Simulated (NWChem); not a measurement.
**GeH3O2F (SMILES [OH][GeH]([OH])[F]): levels of theory compared**

Aim: a comparison of 4 runs (HF/STO-3G, HF/3-21G, B3LYP/6-31G*) of GeH3O2F. 

The results are computed with NWChem 7.3.0.

## 1. The molecule

GeH3O2F: 7 atoms, total charge 0, spin state singlet. As SMILES, `[OH][GeH]([OH])[F]`. Geometry: relaxed at PBE0-D4/def2-TZVP. This is one conformer, not always the lowest.

Bond lengths: O1–Ge2 1.758 Å, Ge2–O3 1.748 Å, Ge2–F4 1.736 Å, O1–H5 0.961 Å, Ge2–H6 1.522 Å, O3–H7 0.961 Å. Angles: O1–Ge2–O3 108.4°, O1–Ge2–F4 104.7°, O3–Ge2–F4 110.1°, O1–Ge2–H6 116.0°, O3–Ge2–H6 108.9°, F4–Ge2–H6 108.5°, Ge2–O1–H5 112.4°, Ge2–O3–H7 112.8°.

## 2. Energy and forces at HF/STO-3G (run 1)

Contents of run.py:

```python
from ase import Atoms
from ase.calculators.nwchem import NWChem

molecule = Atoms(['O', 'Ge', 'O', 'F', 'H', 'H', 'H'], positions=[
    [-0.352900, 1.140300, -0.859300],
    [-0.107500, -0.026800, 0.432400],
    [1.518200, -0.656000, 0.307600],
    [-1.260300, -1.284500, 0.113200],
    [-1.209200, 1.041800, -1.283900],
    [-0.331400, 0.485800, 1.847500],
    [1.804400, -0.768700, -0.603100],
])

calc = NWChem(
    label='calc',
    theory='scf',
    memory='2200 mb',
    basis='STO-3G',
    basispar='spherical bse',
    scf={'nopen': '0', 'rhf': None, 'thresh': '1e-08', 'maxiter': '80'},
)
molecule.calc = calc

forces = molecule.get_forces()
print("Total energy (eV):", round(molecule.get_potential_energy(), 6))
print("forces (eV/A):")
for s, f in zip(molecule.symbols, forces):
    print(f"{s:2s} {f[0]:10.5f} {f[1]:10.5f} {f[2]:10.5f}")
print("dipole (e A):", molecule.get_dipole_moment().round(4))
```

Launch:

```
$ export ASE_NWCHEM_COMMAND="nwchem PREFIX.nwi > PREFIX.nwo"
$ python run.py
```

Output:

```text
Total energy (eV): -62565.776517
forces (eV/A):
O     1.80332   -0.30036    1.47011
Ge   -0.68078   -0.35872    0.02602
O    -1.33029    0.51114    1.70042
F     1.12928    1.06037    0.25289
H    -1.36310   -0.42248   -0.40279
H     0.33121   -0.44094   -1.61023
H     0.11035   -0.04901   -1.43642
dipole (e A): [-0.171   0.0719 -0.0877]
```

The calculator wrote calc.nwi:

```
title "calc"

permanent_dir calc

scratch_dir calc

start calc

geometry units angstrom nocenter noautosym noautoz
  O  -3.5289999999999999e-01 1.1403000000000001e+00 -8.5929999999999995e-01
  Ge -1.0750000000000000e-01 -2.6800000000000001e-02 4.3240000000000001e-01
  O  1.5182000000000000e+00 -6.5600000000000003e-01 3.0759999999999998e-01
  F  -1.2603000000000000e+00 -1.2845000000000000e+00 1.1320000000000000e-01
  H  -1.2092000000000001e+00 1.0418000000000001e+00 -1.2839000000000000e+00
  H  -3.3139999999999997e-01 4.8580000000000001e-01 1.8474999999999999e+00
  H  1.8044000000000000e+00 -7.6870000000000005e-01 -6.0309999999999997e-01
end

memory 2200 mb

basis spherical bse noprint
   * library STO-3G
end

scf
  nopen 0
  rhf
  thresh 1e-08
  maxiter 80
end

task scf gradient
```

calc.nwo, cut to the lines that bear on the results:

```text
[...]
      One-electron energy =  -3880.417529574674
[... 1 line left out ...]
 Nuclear repulsion energy =    327.327938775009
[... 44 lines left out ...]
                       ROHF Final Molecular Orbital Analysis
[... 219 lines left out ...]
                              NWChem Gradients Module
[...]
  wavefunction    =   RHF
                         RHF ENERGY GRADIENTS
    atom               coordinates                        gradient
                 x          y          z           x          y          z
   1 O      -0.666884   2.154855  -1.623842   -0.035069   0.005841  -0.028589
   2 Ge     -0.203146  -0.050645   0.817118    0.013239   0.006976  -0.000506
   3 O       2.868982  -1.239660   0.581280    0.025870  -0.009940  -0.033068
   4 F      -2.381622  -2.427353   0.213917   -0.021961  -0.020621  -0.004918
   5 H      -2.285057   1.968717  -2.426219    0.026508   0.008216   0.007833
   6 H      -0.626255   0.918029   3.491269   -0.006441   0.008575   0.031314
   7 H       3.409822  -1.452632  -1.139694   -0.002146   0.000953   0.027934
[...]
```

Wall time 4.2 s (1 thread of AMD EPYC 9R14 (Zen 4), shared host); peak memory 0.1 GiB.

## 3. Energy and gradient at HF/3-21G (run 2)

Contents of sp.nw:

```
start sp
title "FGeH3O2"
memory stack 880 mb heap 220 mb global 1100 mb
charge 0
geometry units atomic noautosym nocenter noautoz
 O   -0.66688435   2.15485470  -1.62384166
 Ge  -0.20314556  -0.05064466   0.81711758
 O    2.86898220  -1.23966034   0.58127976
 F   -2.38162183  -2.42735321   0.21391700
 H   -2.28505683   1.96871668  -2.42621937
 H   -0.62625524   0.91802895   3.49126902
 H    3.40982182  -1.45263247  -1.13969383
end
basis spherical bse
 * library 3-21G
end
scf
 thresh 1e-08
 maxiter 80
 print low
end
task scf gradient
```

Launch:

```
$ nwchem sp.nw > sp.out
```

Output:

```text
[...]
  functions       =    55
[...]
  wavefunction    = RHF
[...]
         Total SCF energy =  -2315.008443521789
      One-electron energy =  -3882.157590889779
      Two-electron energy =   1239.821232216113
 Nuclear repulsion energy =    327.327915151877
        Time for solution =      2.3s
[...]
                         RHF ENERGY GRADIENTS
    atom               coordinates                        gradient
                 x          y          z           x          y          z
   1 O      -0.666884   2.154855  -1.623842    0.000835   0.024431  -0.021552
   2 Ge     -0.203146  -0.050645   0.817118   -0.001540   0.011470  -0.000510
   3 O       2.868982  -1.239660   0.581280    0.030318  -0.009090   0.004966
   4 F      -2.381622  -2.427353   0.213917   -0.021666  -0.024257  -0.002350
   5 H      -2.285057   1.968717  -2.426219    0.004644  -0.007755   0.011208
   6 H      -0.626255   0.918029   3.491269    0.000180   0.000936   0.005576
   7 H       3.409822  -1.452632  -1.139694   -0.012772   0.004265   0.002661
 Task  times  cpu:        3.2s     wall:        3.2s
 Total times  cpu:        3.2s     wall:        3.2s
```

Wall time 3.9 s (1 thread of AMD EPYC 9R14 (Zen 4), shared host); peak memory 0.098 GiB.

Run 3 isn't shown in full; the table further down has it.

## 4. Energy and forces at B3LYP/6-31G(d) (Cartesian functions) (run 4)

Contents of mymol.xyz:

```xyz
7
FGeH3O2
O     -0.352900     1.140300    -0.859300
Ge    -0.107500    -0.026800     0.432400
O      1.518200    -0.656000     0.307600
F     -1.260300    -1.284500     0.113200
H     -1.209200     1.041800    -1.283900
H     -0.331400     0.485800     1.847500
H      1.804400    -0.768700    -0.603100
```

Contents of run.py:

```python
from ase.io import read
from ase.calculators.nwchem import NWChem

atoms = read('mymol.xyz')

calc = NWChem(
    label='mymol',
    theory='dft',
    memory='2200 mb',
    basis='6-31G*',
    dft={'xc': 'b3lyp', 'mult': '1', 'grid': 'xfine', 'convergence': 'energy 1e-08', 'iterations': '100', 'mulliken': None},
)
atoms.calc = calc

forces = atoms.get_forces()
print("Total energy (eV):", round(atoms.get_potential_energy(), 6))
print("forces (eV/A):")
for s, f in zip(atoms.symbols, forces):
    print(f"{s:2s} {f[0]:10.5f} {f[1]:10.5f} {f[2]:10.5f}")
print("dipole (e A):", atoms.get_dipole_moment().round(4))
```

Launch:

```
$ export ASE_NWCHEM_COMMAND="nwchem PREFIX.nwi > PREFIX.nwo"
$ python run.py
```

Output:

```text
Total energy (eV): -63373.304197
forces (eV/A):
O     0.38145    0.48738   -0.19720
Ge   -0.25336   -0.10850    0.17977
O     0.41066   -0.13143    0.49977
F    -0.20445   -0.18964   -0.03949
H    -0.41852   -0.10829   -0.16357
H     0.01342    0.07029    0.17206
H     0.07076   -0.01980   -0.45128
dipole (e A): [-0.1206  0.1561 -0.1566]
```

The calculator wrote mymol.nwi:

```
title "mymol"

permanent_dir mymol

scratch_dir mymol

start mymol

geometry units angstrom nocenter noautosym noautoz
  O  -3.5289999999999999e-01 1.1403000000000001e+00 -8.5929999999999995e-01
  Ge -1.0750000000000000e-01 -2.6800000000000001e-02 4.3240000000000001e-01
  O  1.5182000000000000e+00 -6.5600000000000003e-01 3.0759999999999998e-01
  F  -1.2603000000000000e+00 -1.2845000000000000e+00 1.1320000000000000e-01
  H  -1.2092000000000001e+00 1.0418000000000001e+00 -1.2839000000000000e+00
  H  -3.3139999999999997e-01 4.8580000000000001e-01 1.8474999999999999e+00
  H  1.8044000000000000e+00 -7.6870000000000005e-01 -6.0309999999999997e-01
end

memory 2200 mb

basis noprint
   * library 6-31G*
end

dft
  xc b3lyp
  mult 1
  grid xfine
  convergence energy 1e-08
  iterations 100
  mulliken
end

task dft gradient
```

mymol.nwo, cut to the lines that bear on the results:

```text
[...]
         Total DFT energy =    -2328.925992248814
[...]
  wavefunction    = closed shell
                         DFT ENERGY GRADIENTS
    atom               coordinates                        gradient
                 x          y          z           x          y          z
   1 O      -0.666884   2.154855  -1.623842   -0.007418  -0.009478   0.003835
   2 Ge     -0.203146  -0.050645   0.817118    0.004927   0.002110  -0.003496
   3 O       2.868982  -1.239660   0.581280   -0.007986   0.002556  -0.009719
   4 F      -2.381622  -2.427353   0.213917    0.003976   0.003688   0.000768
   5 H      -2.285057   1.968717  -2.426219    0.008139   0.002106   0.003181
   6 H      -0.626255   0.918029   3.491269   -0.000261  -0.001367  -0.003346
   7 H       3.409822  -1.452632  -1.139694   -0.001376   0.000385   0.008776
[...]
```

Run time: 31 s. Hardware: 1 thread of AMD EPYC 9R14 (Zen 4), shared host; peak memory 0.14 GiB.

## 5. Overview of the runs

| run | level | iteration cap | module | energy (Eh) | largest force (eV/Å) | wall time |
| --- | --- | --- | --- | --- | --- | --- |
| 1 | HF/STO-3G | 80 | scf | -2299.249897 | 2.346 | 4.2 s |
| 2 | HF/3-21G | 80 | scf | -2315.008444 | 1.677 | 3.9 s |
| 3 | B3LYP/6-31G* (spherical functions) | 100 | dft | -2328.914667 | 0.716 | 30 s |
| 4 | B3LYP/6-31G* (Cartesian functions) | 100 | dft | -2328.925992 | 0.660 | 31 s |

## 6. Outcome

| quantity | value |
| --- | --- |
| run 4: total energy | -2328.92599 Eh |
| run 4: dipole moment | 1.21 D |
| run 4: HOMO energy | -8.77 eV |
| run 4: LUMO energy | 0.07 eV |
| run 4: HOMO–LUMO gap | 8.84 eV |
| run 4: largest force on an atom | 0.660 eV/Å |

What this shows: In run 1 the basis is minimal, so the values are rough. All runs together took 68 s, the longest 31 s.
